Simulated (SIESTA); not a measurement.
Crystal: In3SbTe2.

```
Te Sb In
1.0
    -2.23687    3.12602    6.51279
     2.23687   -3.12602    6.51279
     2.23687    3.12602   -6.51279
Te Sb In
2 1 3
Cartesian
  0.0000 3.1260 4.2819
  2.2369 0.0000 2.2309
  0.0000 3.1260 0.0000
  0.0000 0.0000 4.4162
  0.0000 0.0000 8.6094
  0.0000 0.0000 0.0000
```

The cell comes from a database or a generator and needn't be the stable form of this composition.

```yaml
Program: SIESTA 5.4.2
Task: single point
Functional: PBEsol
Potentials_or_basis: PseudoDojo 0.4 standard (PBEsol files)
Basis: DZP (energy shift 0.003 Ry; two zetas on semicore shells)
Grid_cutoff: 500 Ry
Energy_shift: 0.003 Ry
k_mesh: 7 × 7 × 7
Occupations: fermi-dirac, width 0.05 eV
Spin: no spin polarisation
```

On this cell: pressure -2.2 GPa; largest force 0.140 eV/Å; band gap on the k mesh none (metal or under the smearing width).

The same run follows on a disturbed copy (atoms moved at random, drawn with an rms of 0.05 Å):

```
CELL_PARAMETERS angstrom
-2.23687 3.12602 6.51279
2.23687 -3.12602 6.51279
2.23687 3.12602 -6.51279
ATOMIC_POSITIONS crystal
Te 0.82855 0.33244 0.49990
Te 0.17087 0.65412 0.48805
Sb 0.49411 0.99349 0.49081
In 0.34412 0.33450 0.00386
In 0.66209 0.67455 0.01509
In 0.00325 0.00111 0.00140
```

Problem. What does the disturbed cell give?

Solution. The energy (extrapolated to zero smearing) moves by +3.4 meV/atom; pressure -2.1 GPa; largest force 0.191 eV/Å; band gap on the k mesh none (metal or under the smearing width).

Forces in eV/Å, atoms in the order of the input:
```
Te  -0.062  0.076 -0.095
Te   0.126 -0.088  0.106
Sb   0.079  0.095  0.006
In   0.007 -0.055  0.183
In  -0.140  0.025 -0.117
In  -0.010 -0.052 -0.083
```

Stress tensor (GPa, compression positive):
```
-2.67  0.00 -0.07
 0.00 -2.36 -0.04
-0.07 -0.04 -1.40
```

Caveats: the basis of atomic orbitals isn't converged, which shifts pressures, moduli and gaps.
